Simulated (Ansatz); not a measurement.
# EuIn2Au: the cost of one run

All numbers below are computed with Ansatz 0.2.0 (DFT PBEsol, scalar-relativistic, plane waves, PAW).

1 further run of the same task is left out (set aside as unsound or not needed).

## (1) Starting point

The cell holds 24 atoms (Au6Eu5In12Na): a = 8.771 Å, b = 8.843 Å, c = 8.843 Å, α = 76.39°, β = 65.47°, γ = 65.47°.

Structure file:

```
CELL_PARAMETERS angstrom
-4.63340 0.00000 -7.44738
-6.95011 -5.46773 0.00000
-6.95011 5.46773 0.00000
ATOMIC_POSITIONS crystal
Na 0.24834 0.17234 0.32628
Eu 0.25000 0.83793 0.99541
Eu 0.25000 0.50459 0.66207
Eu 0.75000 0.16207 0.00459
Eu 0.75000 0.82874 0.67126
Eu 0.75000 0.49541 0.33793
In 0.44932 0.82183 0.54867
In 0.45444 0.48937 0.21432
In 0.44286 0.15336 0.88607
In 0.95102 0.38477 0.64902
In 0.95120 0.05097 0.32216
In 0.94975 0.71600 0.98416
In 0.55025 0.51584 0.78400
In 0.54423 0.17815 0.45243
In 0.54795 0.85206 0.12081
In 0.05144 0.95574 0.67995
In 0.05468 0.61689 0.34495
In 0.05025 0.28400 0.01584
Au 0.25770 0.45794 0.04158
Au 0.24734 0.12633 0.70974
Au 0.24715 0.79511 0.38069
Au 0.75000 0.87517 0.29150
Au 0.75000 0.54184 0.95816
Au 0.75000 0.20850 0.62483
```

The host was relaxed before at PBEsol: a = 4.633 Å, b = 10.935 Å, c = 7.447 Å, α = 90.00°, β = 90.00°, γ = 90.00° (conventional cell), 23.584 Å³/atom.

Places, in fractions of the supercell: Na in place of Eu at (0.250, 0.171, 0.329). Its neighbours start displaced at random, with a spread of 0.03 Å in each coordinate.

## (2) The perfect crystal in the supercell of 24 atoms

input.yaml reads:

```yaml
crystal:
  lattice:
    - [-4.6334039252, 0.0, -7.4473842681]
    - [-6.9501058878, -5.4677260446, 0.0]
    - [-6.9501058878, 5.4677260446, 0.0]
  atoms:
    - { symbol: Eu, position: [0.25, 0.1712600637, 0.3287399363], spin: 7.42 }
    - { symbol: Eu, position: [0.25, 0.8379267304, 0.995406603], spin: 7.42 }
    - { symbol: Eu, position: [0.25, 0.504593397, 0.6620732696], spin: 7.42 }
    - { symbol: Eu, position: [0.75, 0.1620732696, 0.004593397], spin: 7.42 }
    - { symbol: Eu, position: [0.75, 0.8287399363, 0.6712600637], spin: 7.42 }
    - { symbol: Eu, position: [0.75, 0.495406603, 0.3379267304], spin: 7.42 }
    - { symbol: In, position: [0.4497501045, 0.8174957503, 0.5493375134] }
    - { symbol: In, position: [0.4497501045, 0.484162417, 0.2160041801] }
    - { symbol: In, position: [0.4497501045, 0.1508290836, 0.8826708467] }
    - { symbol: In, position: [0.9497501045, 0.3826708467, 0.6508290836] }
    - { symbol: In, position: [0.9497501045, 0.0493375134, 0.3174957503] }
    - { symbol: In, position: [0.9497501045, 0.7160041801, 0.984162417] }
    - { symbol: In, position: [0.5502498955, 0.515837583, 0.7839958199] }
    - { symbol: In, position: [0.5502498955, 0.1825042497, 0.4506624866] }
    - { symbol: In, position: [0.5502498955, 0.8491709164, 0.1173291533] }
    - { symbol: In, position: [0.0502498955, 0.9506624866, 0.6825042497] }
    - { symbol: In, position: [0.0502498955, 0.6173291533, 0.3491709164] }
    - { symbol: In, position: [0.0502498955, 0.2839958199, 0.015837583] }
    - { symbol: Au, position: [0.25, 0.4581619195, 0.0418380805] }
    - { symbol: Au, position: [0.25, 0.1248285861, 0.7085047472] }
    - { symbol: Au, position: [0.25, 0.7914952528, 0.3751714139] }
    - { symbol: Au, position: [0.75, 0.8751714139, 0.2914952528] }
    - { symbol: Au, position: [0.75, 0.5418380805, 0.9581619195] }
    - { symbol: Au, position: [0.75, 0.2085047472, 0.6248285861] }
basis:
  ecutwfc: 420
  xc_grid: 2
kpoints:
  mp_grid: { grid: [3, 3, 3], shift: [0.0, 0.0, 0.0] }
hamiltonian:
  xc: pbesol
scf:
  occupations: { method: gaussian, width: 0.05 }
  lower_state_search: "off"
output:
  forces: true
  stress: true
  eigenvalues: true
  populations: true
  write_density: true
  write_potential: true
  elf: true
  volumetric_format: npy
magnetization:
  spin_polarized: true
```

Run with:

```console
ansatz run input.yaml --threads 8 --pin off --max-ram 14336MiB --backend cpu --events-out ev --progress --plain --runs-dir out
```

What time and memory should one allow on 8 threads of AMD EPYC 9R45 (Zen 5), shared host?

About 29 s, with a peak of 6 GiB.
